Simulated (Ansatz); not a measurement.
# C₂H₃BCl₃N: how energies converge with the basis set

An exercise on one series of results from a longer session: the logs are not shown, and one member is left open.

Method: one geometry, several basis sets; program: Ansatz 0.2.0, Gaussian basis.

Plan: PBE0-D4/def2-SVP; ωB97M-V/def2-SVP; PBE0-D4/def2-QZVPP; ωB97M-V/def2-QZVPP; the functionals' def2-TZVPP values are taken from earlier runs.

## Structure used throughout

The geometry comes from an earlier relaxation with PBE0-D4 in a triple-zeta def2 set; it is a stationary point, not always the lowest conformer.

SMILES `CC#[N+][B-](Cl)(Cl)Cl`, 10 atoms, charge 0, spin multiplicity 1.

Atoms are counted from 1 here; the program's logs count them from 0.

Bond lengths: C1–C2 1.438 Å, C1–H8 1.091 Å, C1–H9 1.091 Å, C1–H10 1.091 Å, C2–N3 1.139 Å, N3–B4 1.579 Å, B4–Cl5 1.823 Å, B4–Cl6 1.823 Å, B4–Cl7 1.823 Å. Angles: C2–C1–H8 109.5°, C2–C1–H9 109.5°, C2–C1–H10 109.5°, H8–C1–H9 109.5°, H8–C1–H10 109.5°, H9–C1–H10 109.5°, C1–C2–N3 180.0°, C2–N3–B4 179.9°, N3–B4–Cl5 105.1°, N3–B4–Cl6 105.0°, N3–B4–Cl7 105.0°, Cl5–B4–Cl6 113.5°, Cl5–B4–Cl7 113.5°, Cl6–B4–Cl7 113.5°.

The first run:

in.yaml

```yaml
crystal:
  periodic: [false, false, false]
  atoms:
    - {symbol: C, position_ang: [0.761321, -1.375764, 1.397372]}
    - {symbol: C, position_ang: [0.245577, -0.435468, 0.438925]}
    - {symbol: N, position_ang: [-0.162942, 0.308995, -0.319967]}
    - {symbol: B, position_ang: [-0.731212, 1.341043, -1.371835]}
    - {symbol: Cl, position_ang: [0.529253, 2.653832, -1.475528]}
    - {symbol: Cl, position_ang: [-2.315396, 1.907626, -0.670048]}
    - {symbol: Cl, position_ang: [-0.918514, 0.389044, -2.915092]}
    - {symbol: H, position_ang: [1.299244, -2.169011, 0.875437]}
    - {symbol: H, position_ang: [1.441168, -0.863269, 2.080117]}
    - {symbol: H, position_ang: [-0.065401, -1.808225, 1.963517]}
basis:
  gaussian: {orbitals: def2-SVP}
hamiltonian: {xc: pbe0, dispersion: d4}
output: {orbitals: {seedname: orbitals}}
```

Launch:

```sh
$ ansatz run in.yaml --threads 4 --pin off --events-out ev --progress --plain --max-ram 11315MiB
```

Steps of the session up to this table: PBE0-D4 in def2-SVP; ωB97M-V in def2-SVP; PBE0-D4 in def2-QZVPP; ωB97M-V in def2-QZVPP.

One table of the session follows, with a row left open; its other results are not shown here.

It belongs to the step «Functionals by basis». 

| functional | basis | HOMO (eV) |
| --- | --- | --- |
| PBE0-D4 | def2-SVP | -7.38 |
| PBE0-D4 | def2-TZVPP | -7.67 |
| PBE0-D4 | def2-QZVPP | -7.72 |
| ωB97M-V | def2-SVP | -9.55 |
| ωB97M-V | def2-TZVPP | -9.89 |
| ωB97M-V | def2-QZVPP | ? |

Q: Estimate the row for ωB97M-V, def2-QZVPP from the others.

As computed: HOMO (eV): -9.97. In the column «HOMO (eV)» it is the lowest.
